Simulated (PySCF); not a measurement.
# C5H7ClN2Si: the cost of one run

Computed with PySCF 2.14.0, with density-fitted response routines of our own, on a single molecule in the gas phase. Atoms are numbered from 0 throughout.

**1. Starting geometry**

16 atoms, charge 0, multiplicity 1; geometry from: GFN2-xTB.

Bonds of the start (Å): Cl0–C1 1.78, C1–Si2 1.90, Si2–C3 1.89, C3–C4 1.39, C4–N5 1.32, N5–C6 1.32, C6–C7 1.39, C7–N8 1.32, N8–C3 1.33, C1–H9 1.09, C1–H10 1.09, Si2–H11 1.46, Si2–H12 1.46, C4–H13 1.08, C6–H14 1.08, C7–H15 1.08.

**2. TDDFT and polarisability: wB97X-D/def2-SVPD**

Job settings and geometry (Å):

```
{"job": {"kind": "uv", "xc": "wB97X-D", "basis": "def2-SVPD", "nstates": 8, "ntriplets": 3}, "charge": 0, "multiplicity": 1}
Cl     4.080647     0.377137    -1.352145
C      2.329609     0.651491    -1.145916
Si     1.622846    -0.687828     0.008776
C     -0.228685    -0.329226     0.178296
C     -1.097637    -1.102158     0.947754
N     -2.387326    -0.834267     1.052748
C     -2.840018     0.217121     0.386175
C     -1.990629     0.999240    -0.385720
N     -0.700546     0.726608    -0.485557
H      1.888550     0.628230    -2.139403
H      2.213718     1.655866    -0.746142
H      2.264012    -0.603837     1.323014
H      1.819182    -2.012938    -0.583643
H     -0.739764    -1.963868     1.494079
H     -3.896893     0.426862     0.476984
H     -2.344663     1.860511    -0.936896
```

Method: TDDFT wB97X-D/def2-SVPD, vertical, gas phase, core orbitals frozen in the response.

The run is started by

```bash
$ OMP_NUM_THREADS=1 python probes_run.py task.json out
```

This one command runs all jobs of the session in turn.

Q: Estimate the wall time and peak memory of this job on 1 thread of Arm Neoverse N1, shared host.

About 2.1 min, with a peak of 1.1 GiB.
